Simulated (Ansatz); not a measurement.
# Alloy of GaAs and InP (36 of 64 As sites, 36 of 64 Ga sites exchanged), 128 atoms

How does this alloy cell relax, and what gap do PBEsol and HSE06 give?

All numbers are computed with Ansatz 0.2.0 (PAW, plane waves).

**1. The starting cell**

128 atoms (28 Ga, 36 In, 28 As, 36 P); a = 16.354 Å, b = 16.354 Å, c = 16.354 Å, α = 60.00°, β = 60.00°, γ = 60.00°. All atoms were shaken off their sites by about 0.02 Å along each axis.

Steps to follow: (2) PBEsol cell relaxation at the single k point (½, ½, ½), on 1 × data-centre GPU with 11 threads; (3) HSE06 single point at the Γ point alone, on 1 × data-centre GPU with 11 threads.

**2. PBEsol relaxation of the cell and the positions**

The input, in.yaml:

```yaml
crystal:
  lattice:
    - [0.000000, 11.564171, 11.564171]
    - [11.564171, 0.000000, 11.564171]
    - [11.564171, 11.564171, 0.000000]
  atoms:
    - { symbol: Ga, position: [0.997731, 0.002843, 0.999916] }
    - { symbol: Ga, position: [0.499050, 0.001499, 0.001194] }
    - { symbol: Ga, position: [0.250693, 0.249269, 0.250340] }
    - { symbol: Ga, position: [0.498761, 0.002231, 0.497959] }
    - { symbol: Ga, position: [0.249173, 0.750896, 0.251002] }
    - { symbol: Ga, position: [0.502581, 0.497609, 0.497749] }
    - { symbol: Ga, position: [0.251241, 0.750707, 0.748133] }
    - { symbol: Ga, position: [0.248780, 0.250965, 0.000727] }
    - { symbol: Ga, position: [0.751402, 0.249014, 0.000786] }
    - { symbol: Ga, position: [0.999663, 0.499429, 0.250513] }
    - { symbol: Ga, position: [0.000587, 0.000974, 0.749787] }
    - { symbol: Ga, position: [0.500691, 0.501309, 0.250898] }
    - { symbol: Ga, position: [0.750509, 0.249709, 0.498630] }
    - { symbol: Ga, position: [0.002975, 0.501091, 0.750366] }
    - { symbol: Ga, position: [0.251089, 0.751083, 0.499413] }
    - { symbol: Ga, position: [0.997810, 0.248138, 0.501432] }
    - { symbol: Ga, position: [0.252934, 0.500803, 0.247598] }
    - { symbol: Ga, position: [0.249239, 0.000688, 0.751825] }
    - { symbol: Ga, position: [0.499243, 0.252583, 0.500469] }
    - { symbol: Ga, position: [0.498881, 0.752230, 0.498121] }
    - { symbol: Ga, position: [0.750472, 0.499800, 0.750874] }
    - { symbol: Ga, position: [0.998523, 0.247721, 0.252385] }
    - { symbol: Ga, position: [0.250440, 0.000220, 0.500660] }
    - { symbol: Ga, position: [0.500682, 0.249624, 0.249168] }
    - { symbol: Ga, position: [0.746911, 0.503110, 0.002051] }
    - { symbol: Ga, position: [0.998405, 0.251189, 0.750149] }
    - { symbol: Ga, position: [0.501386, 0.249004, 0.750963] }
    - { symbol: Ga, position: [0.497833, 0.750485, 0.751039] }
    - { symbol: In, position: [0.000255, 0.501193, 0.999216] }
    - { symbol: In, position: [0.002640, 0.000590, 0.496696] }
    - { symbol: In, position: [0.498476, 0.500098, 0.001639] }
    - { symbol: In, position: [0.752009, 0.250258, 0.248665] }
    - { symbol: In, position: [0.999052, 0.502548, 0.498676] }
    - { symbol: In, position: [0.250800, 0.246591, 0.753367] }
    - { symbol: In, position: [0.749789, 0.748944, 0.253413] }
    - { symbol: In, position: [0.750089, 0.248618, 0.748910] }
    - { symbol: In, position: [0.749035, 0.748915, 0.752276] }
    - { symbol: In, position: [0.001042, 0.000378, 0.249356] }
    - { symbol: In, position: [0.500338, 0.000415, 0.249937] }
    - { symbol: In, position: [0.250639, 0.751332, 0.995708] }
    - { symbol: In, position: [0.249782, 0.251554, 0.498640] }
    - { symbol: In, position: [0.749846, 0.750429, 0.000807] }
    - { symbol: In, position: [0.499087, 0.002006, 0.749007] }
    - { symbol: In, position: [0.498438, 0.501419, 0.749771] }
    - { symbol: In, position: [0.749399, 0.749866, 0.499551] }
    - { symbol: In, position: [0.998736, 0.247566, 0.001760] }
    - { symbol: In, position: [0.249860, 0.001095, 0.247906] }
    - { symbol: In, position: [0.499719, 0.251165, 0.997999] }
    - { symbol: In, position: [0.750550, 0.000029, 0.249810] }
    - { symbol: In, position: [0.003312, 0.748766, 0.001109] }
    - { symbol: In, position: [0.501030, 0.751630, 0.997472] }
    - { symbol: In, position: [0.750298, 0.498218, 0.249718] }
    - { symbol: In, position: [0.748070, 0.001955, 0.752872] }
    - { symbol: In, position: [0.000440, 0.749235, 0.500327] }
    - { symbol: In, position: [0.250504, 0.500692, 0.748460] }
    - { symbol: In, position: [0.249565, 0.998947, 0.001425] }
    - { symbol: In, position: [0.750410, 0.000875, 0.999854] }
    - { symbol: In, position: [0.250470, 0.500801, 0.998630] }
    - { symbol: In, position: [0.747919, 0.002647, 0.503096] }
    - { symbol: In, position: [0.998577, 0.748300, 0.250683] }
    - { symbol: In, position: [0.249202, 0.498746, 0.502744] }
    - { symbol: In, position: [0.500042, 0.748428, 0.250774] }
    - { symbol: In, position: [0.749236, 0.499410, 0.499115] }
    - { symbol: In, position: [0.000593, 0.748573, 0.749986] }
    - { symbol: As, position: [0.062700, 0.061571, 0.063430] }
    - { symbol: As, position: [0.061921, 0.062302, 0.563601] }
    - { symbol: As, position: [0.564948, 0.561952, 0.060013] }
    - { symbol: As, position: [0.313356, 0.811311, 0.315332] }
    - { symbol: As, position: [0.312211, 0.312579, 0.810973] }
    - { symbol: As, position: [0.810966, 0.311624, 0.813801] }
    - { symbol: As, position: [0.812623, 0.814836, 0.811386] }
    - { symbol: As, position: [0.562651, 0.063224, 0.311721] }
    - { symbol: As, position: [0.813821, 0.314833, 0.061001] }
    - { symbol: As, position: [0.062122, 0.563013, 0.313127] }
    - { symbol: As, position: [0.309319, 0.811505, 0.063597] }
    - { symbol: As, position: [0.061926, 0.063622, 0.811750] }
    - { symbol: As, position: [0.811965, 0.811957, 0.063142] }
    - { symbol: As, position: [0.311628, 0.815427, 0.561748] }
    - { symbol: As, position: [0.064853, 0.311356, 0.061431] }
    - { symbol: As, position: [0.564656, 0.314517, 0.058864] }
    - { symbol: As, position: [0.810775, 0.063059, 0.312429] }
    - { symbol: As, position: [0.313453, 0.561464, 0.313147] }
    - { symbol: As, position: [0.312392, 0.061805, 0.811421] }
    - { symbol: As, position: [0.811804, 0.564441, 0.309909] }
    - { symbol: As, position: [0.563039, 0.813754, 0.560593] }
    - { symbol: As, position: [0.813122, 0.560640, 0.812375] }
    - { symbol: As, position: [0.312579, 0.063333, 0.060993] }
    - { symbol: As, position: [0.561088, 0.314320, 0.313284] }
    - { symbol: As, position: [0.060048, 0.312515, 0.813109] }
    - { symbol: As, position: [0.561770, 0.811039, 0.312574] }
    - { symbol: As, position: [0.813878, 0.561380, 0.562680] }
    - { symbol: As, position: [0.062674, 0.811941, 0.813703] }
    - { symbol: P, position: [0.563365, 0.061779, 0.062902] }
    - { symbol: P, position: [0.062801, 0.561735, 0.063623] }
    - { symbol: P, position: [0.312621, 0.312517, 0.312429] }
    - { symbol: P, position: [0.563034, 0.062707, 0.562411] }
    - { symbol: P, position: [0.813068, 0.311547, 0.309670] }
    - { symbol: P, position: [0.061830, 0.561814, 0.562493] }
    - { symbol: P, position: [0.563373, 0.560586, 0.562326] }
    - { symbol: P, position: [0.812732, 0.814403, 0.311007] }
    - { symbol: P, position: [0.310995, 0.814557, 0.810974] }
    - { symbol: P, position: [0.060794, 0.065778, 0.312293] }
    - { symbol: P, position: [0.312722, 0.309466, 0.064092] }
    - { symbol: P, position: [0.315818, 0.311652, 0.560905] }
    - { symbol: P, position: [0.560907, 0.563879, 0.314189] }
    - { symbol: P, position: [0.561964, 0.063839, 0.809546] }
    - { symbol: P, position: [0.813570, 0.313253, 0.563174] }
    - { symbol: P, position: [0.060934, 0.562432, 0.812679] }
    - { symbol: P, position: [0.564069, 0.562525, 0.811140] }
    - { symbol: P, position: [0.813970, 0.810102, 0.563052] }
    - { symbol: P, position: [0.311971, 0.060649, 0.313516] }
    - { symbol: P, position: [0.062616, 0.814040, 0.062108] }
    - { symbol: P, position: [0.063436, 0.312770, 0.562845] }
    - { symbol: P, position: [0.559474, 0.811195, 0.063329] }
    - { symbol: P, position: [0.563009, 0.312026, 0.561744] }
    - { symbol: P, position: [0.813189, 0.064907, 0.812841] }
    - { symbol: P, position: [0.061367, 0.812921, 0.562004] }
    - { symbol: P, position: [0.316003, 0.563614, 0.811933] }
    - { symbol: P, position: [0.813071, 0.063231, 0.062839] }
    - { symbol: P, position: [0.064503, 0.312272, 0.311377] }
    - { symbol: P, position: [0.311182, 0.563998, 0.061379] }
    - { symbol: P, position: [0.312910, 0.061492, 0.564403] }
    - { symbol: P, position: [0.811949, 0.562037, 0.061943] }
    - { symbol: P, position: [0.810819, 0.060887, 0.562416] }
    - { symbol: P, position: [0.064111, 0.813032, 0.310483] }
    - { symbol: P, position: [0.310577, 0.565243, 0.561021] }
    - { symbol: P, position: [0.562213, 0.311283, 0.814047] }
    - { symbol: P, position: [0.562080, 0.812124, 0.812311] }
kpoints:
  mp_grid: { grid: [1, 1, 1], shift: [0.5, 0.5, 0.5] }
hamiltonian:
  xc: pbesol
scf:
  occupations: { method: fermi_dirac, width: 0.01 }
relax:
  f_tol: 0.03
  max_steps: 80
  escape_saddle: false
  adjacent_minimum: "off"
  cell: { fix: [shape] }
output:
  forces: true
  eigenvalues: true
  populations: true
```

Further steps of the session: HSE06 on the final geometry.

**Question.** What will these runs give? Wanted: for each run, top filled to lowest empty.

As calculated:

| level | time | k points | top filled to lowest empty (eV) |
| --- | --- | --- | --- |
| PBEsol, relaxation | 22 s (GPU) | (½, ½, ½) | 1.20 |
| HSE06 | 3.1 min (GPU) | Γ | 1.32 |

```
     quantity                                                                         value
   relaxation                                              6 recorded steps, 6.74 eV gained
largest shift                                                                 0.24 Å (P111)
 relaxed cell  a = 16.341 Å, b = 16.341 Å, c = 16.341 Å, α = 60.00°, β = 60.00°, γ = 60.00°
   mean bonds                            As–Ga 2.464, As–In 2.602, Ga–P 2.392, In–P 2.540 Å
```

**Reading.** The relaxation lowers the energy by 6.74 eV; the largest shift is 0.24 Å (P111), while the volume changes by -0.2 %. The mean lengths of the listed bonds run from Ga–P 2.39 Å to As–In 2.60 Å. Rows on different k points differ by sampling as well as by level. Spin–orbit coupling is left out, which matters for the band edges of the heavier elements here. With one k point the spacing samples only the states that fold onto it, so it can exceed the gap over the zone.
